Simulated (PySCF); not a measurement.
# C3H5F3Si: the cost of one run

Computed with PySCF 2.14.0, with density-fitted response routines of our own, on a single molecule in the gas phase. Atoms count from 0, in the outputs and in this text.

## Step 1: The molecule as given

12 atoms, charge 0, multiplicity 1; geometry from: PBE0-D3(BJ)/def2-SVP.

Bonds of the start (Å): F0–C1 1.35, C1–F2 1.36, C1–C3 1.50, C3–F4 1.37, C3–C5 1.52, C5–Si6 1.87, Si6–C3 1.88, C1–H7 1.11, C5–H8 1.10, C5–H9 1.10, Si6–H10 1.48, Si6–H11 1.48.

## Step 2: Excited states and response: HF/def2-SVPD

Job settings and geometry (Å):

```
{"job": {"kind": "uv", "xc": "HF", "basis": "def2-SVPD", "ip": true}, "charge": 0, "multiplicity": 1}
F     -2.095508    -1.284889    -0.269727
C     -1.516597    -0.075370    -0.160270
F     -1.617042     0.325734     1.130739
C     -0.064693    -0.138961    -0.543466
F      0.047199    -0.414989    -1.877297
C      0.844598     0.973316    -0.041319
Si     1.271266    -0.708539     0.656658
H     -2.076418     0.634992    -0.796965
H      1.509377     1.375817    -0.814069
H      0.386115     1.742341     0.590072
H      0.920892    -1.045885     2.055003
H      2.433338    -1.409446     0.064315
```

With the program's defaults for keys left out, this is: TDDFT HF/def2-SVPD, vertical, gas phase, core orbitals frozen in the response.

The run is started by

```sh
$ OMP_NUM_THREADS=1 python probes_run.py task.json out
```

The driver reads the jobs from task.json and runs them one after another.

**Question.** How long does this first job take on 1 thread of Arm Neoverse V1, shared host, and how much memory does it need?

About 20 s, with a peak of 0.73 GiB.
